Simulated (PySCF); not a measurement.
**[Ce(NO2)]2+: other functionals and bases at one geometry**

Aim: see how levels, charges and forces of [Ce(NO2)]2+ depend on the level of theory. It is a constructed species; whether it can be made isn't addressed.

Computed with PySCF 2.14.0. Level: several levels, as the steps say, no spin–orbit coupling.

5 further runs of the same task are left out: 2 for a known fault of the program, 2 that didn't finish, 1 set aside as unsound or not needed.

**1. The system as given**

4 atoms, charge 2, spin multiplicity 1.

Bond lengths: Ce1–O2 2.310 Å, Ce1–O3 2.310 Å, Ce1–N4 2.795 Å, O2–N4 1.276 Å, O3–N4 1.276 Å. Angles: O2–Ce1–O3 53.7°, O2–Ce1–N4 26.9°, O3–Ce1–N4 26.9°, Ce1–O2–N4 98.3°, Ce1–O3–N4 98.3°, Ce1–N4–O2 54.9°, Ce1–N4–O3 54.9°, O2–N4–O3 109.8°.

Geometry (Å):

```xyz
4

Ce    0.0000    0.0000   -0.4444
O     1.0438    0.0000    1.6164
O    -1.0438    0.0000    1.6164
N     0.0000    0.0000    2.3506
```

Formal oxidation states: Ce +3. Each metal's 1 4f electrons lie in its core potential, so multiplicities, spins and levels count the valence alone. An earlier session relaxed this geometry at r2SCAN, Ce lcecp-1-SVP with ECP47, O def2-SVP, N def2-SVP (singlet, point group C2v).

At r2SCAN on the finer grid: E = -236.451841 Eh, HOMO -17.54 eV, LUMO -14.99 eV, Mulliken charge on Ce1 +2.13 e, largest force component 0.016 eV/Å. 

Levels to run: revPBE; TPSS; HF; B3LYP; r2SCAN, TZVP. Hardware: 2 threads of Arm Neoverse V2, shared host.

**2. revPBE**

File run.py (the lines that set the calculation):

```python
mol = gto.M(atom='''
Ce     0.00000     0.00000    -0.44435
O      1.04379     0.00000     1.61644
O     -1.04379     0.00000     1.61644
N      0.00000     0.00000     2.35059''',
    basis={'Ce': 'lcecp-1-SVP', 'O': 'def2-SVP', 'N': 'def2-SVP'},
    ecp={'Ce': 'lcecp-1-SVP'},
    charge=2, spin=0)
mf = dft.RKS(mol, xc='PBE_R,PBE')
mf.grids.atom_grid = (75, 302)  # f atoms: unpruned, at least (60, 302)
mf = mf.density_fit()  # fitting sets: Ce AutoAux, O def2-universal-JKFIT, N def2-universal-JKFIT
mf.conv_tol = 1e-08; mf.max_cycle = 55
mf.kernel(dm0)  # dm0: the density of the relaxed state
```

Launch:

```console
OMP_NUM_THREADS=2 python run.py
```

**3. TPSS**

run.py (the lines that set the calculation), as its differences from that of step 2:

```diff
@@ -8,3 +8,3 @@
     charge=2, spin=0)
-mf = dft.RKS(mol, xc='PBE_R,PBE')
+mf = dft.RKS(mol, xc='TPSS')
 mf.grids.atom_grid = (75, 302)  # f atoms: unpruned, at least (60, 302)
```

**4. HF**

run.py (the lines that set the calculation), as its differences from that of step 3:

```diff
@@ -8,4 +8,3 @@
     charge=2, spin=0)
-mf = dft.RKS(mol, xc='TPSS')
-mf.grids.atom_grid = (75, 302)  # f atoms: unpruned, at least (60, 302)
+mf = scf.RHF(mol)
 mf = mf.density_fit()  # fitting sets: Ce AutoAux, O def2-universal-JKFIT, N def2-universal-JKFIT
```

**5. B3LYP**

run.py (the lines that set the calculation), as its differences from that of step 4:

```diff
@@ -8,3 +8,4 @@
     charge=2, spin=0)
-mf = scf.RHF(mol)
+mf = dft.RKS(mol, xc='B3LYP')
+mf.grids.atom_grid = (75, 302)  # f atoms: unpruned, at least (60, 302)
 mf = mf.density_fit()  # fitting sets: Ce AutoAux, O def2-universal-JKFIT, N def2-universal-JKFIT
```

**6. r2SCAN, TZVP**

Basis: Ce lcecp-1-TZVP with ECP47, O def2-TZVP, N def2-TZVP. 

File run.py (the lines that set the calculation):

```python
mol = gto.M(atom='''
Ce     0.00000     0.00000    -0.44435
O      1.04379     0.00000     1.61644
O     -1.04379     0.00000     1.61644
N      0.00000     0.00000     2.35059''',
    basis={'Ce': 'lcecp-1-TZVP', 'O': 'def2-TZVP', 'N': 'def2-TZVP'},
    ecp={'Ce': 'lcecp-1-TZVP'},
    charge=2, spin=0)
mf = dft.RKS(mol, xc='R2SCAN')
mf.grids.atom_grid = (75, 302)  # f atoms: unpruned, at least (60, 302)
mf = mf.density_fit()  # fitting sets: Ce AutoAux, O def2-universal-JKFIT, N def2-universal-JKFIT
mf.conv_tol = 1e-08; mf.max_cycle = 55
mf.kernel(dm0)  # dm0: free metal ions and neutral atoms
```

Before running it: what results should come out? Wanted: for each run, HOMO; gap; charge on Ce1; dipole; largest force.

**Answer**, as computed:

| level | state | HOMO (eV) | gap (eV) | charge on Ce1 (e) | dipole (D) | largest force (eV/Å) | basis functions | time |
| --- | --- | --- | --- | --- | --- | --- | --- | --- |
| r2SCAN (relaxed here) | singlet | -17.54 | 2.55 | 2.13 | 7.32 | 0.02 | 75 | 13 s |
| revPBE | singlet | -17.28 | 2.07 | 2.04 | 6.74 | 0.90 | 75 | 3 s |
| TPSS | singlet | -17.39 | 2.28 | 2.08 | 7.01 | 0.70 | 75 | 4.1 s |
| HF | singlet | -22.68 | 11.87 | 2.39 | 8.86 | 2.73 | 75 | 1.4 s |
| B3LYP | singlet | -18.53 | 3.95 | 2.11 | 7.37 | 0.13 | 75 | 2.6 s |
| r2SCAN, TZVP | singlet | -17.42 | 2.71 | 2.19 | 7.04 | 0.92 | 140 | 14 s |

Times are on 2 threads of Arm Neoverse V2, shared host; the first row also made further properties. The dipole of a charged species depends on the origin, so these sizes hold for this origin alone.

In one basis the HOMO–LUMO gap runs from 2.07 eV (revPBE) to 11.87 eV (HF). The largest leftover force, 2.73 eV/Å with HF, stands at a geometry relaxed at another level. The Mulliken charge on Ce spans +2.04 to +2.39 e over the levels. With 4f in the core, its levels are missing from HOMO and gap. Total energies of different levels can't be compared. Spin–orbit coupling is left out throughout.
